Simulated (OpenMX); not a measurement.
Runs of OpenMX 3.8.5 on CS2. It takes space group Cmce (No. 64, orthorhombic). The conventional cell has a = 7.292 Å, b = 5.989 Å, c = 9.851 Å, α = 90.00°, β = 90.00°, γ = 90.00°. Around S (site symmetry m) lie 1 C at 1.56 Å. Around C (site symmetry 2/m) lie 2 S at 1.56 Å. The cell comes from a database or a generator and needn't be the stable form of this composition.

```csv
task,level,potentials or basis,max SCF cycles,"grid points, held for all volumes",gap on the mesh (eV),pressure (GPa),V0 of scaled cells (Å³/atom),B0 (GPa),largest force (eV/Å)
band structure,LDA,"OpenMX 2013 LDA set, S7.0-s2p2d1f1, C6.0-s2p2d1, grid cutoff 300 Ry",100,-,3.48,-0.1,-,-,(b)
equation of state,LDA,"OpenMX 2013 LDA set, S7.0-s2p2d1f1, C6.0-s2p2d1, fixed grid of 48 × 48 × 105 points",-,48 × 48 × 105,-,-,35.79,(d),-
band structure,PBE,"OpenMX 2013 PBE set, S7.0-s2p2d1f1, C6.0-s2p2d1, grid cutoff 300 Ry",100,-,3.52,1.2,-,-,0.87
band structure,PBE,"OpenMX 2013 PBE set, S7.0-s2p2d1, C6.0-s2p2, grid cutoff 300 Ry",100,-,3.44,1.7,-,-,1.16
band structure,PBE,"OpenMX 2013 PBE set, S7.0-s3p2d2f1, C6.0-s3p2d2, grid cutoff 300 Ry",100,-,3.49,1.0,-,-,(a)
equation of state,PBE,"OpenMX 2013 PBE set, S7.0-s2p2d1, C6.0-s2p2, fixed grid of 48 × 48 × 105 points",-,48 × 48 × 105,-,-,37.32,(c),-
```

Alike in all rows: no spin polarisation; cell as given; k mesh 7 × 7 × 3; smearing fermi-dirac 0.05 eV.

Task: Estimate the missing entries.

Result: (a) 0.70; (b) 0.53; (c) 40; (d) 43.

Caveats: the basis of atomic orbitals isn't converged, which shifts pressures, moduli and gaps; volumes in these bases differ from converged ones by about 1 %, for some elements by several (some runs); the cell was scaled at fixed shape and fractional positions, which overstates the stiffness of a crystal with free parameters, most of all of layers and chains (some runs); forces of over 1 eV/Å show positions far from the minimum, so gaps and moduli don't describe the material at rest (some runs).

A k mesh can miss the band edges.

Not every run made on this cell is shown here.
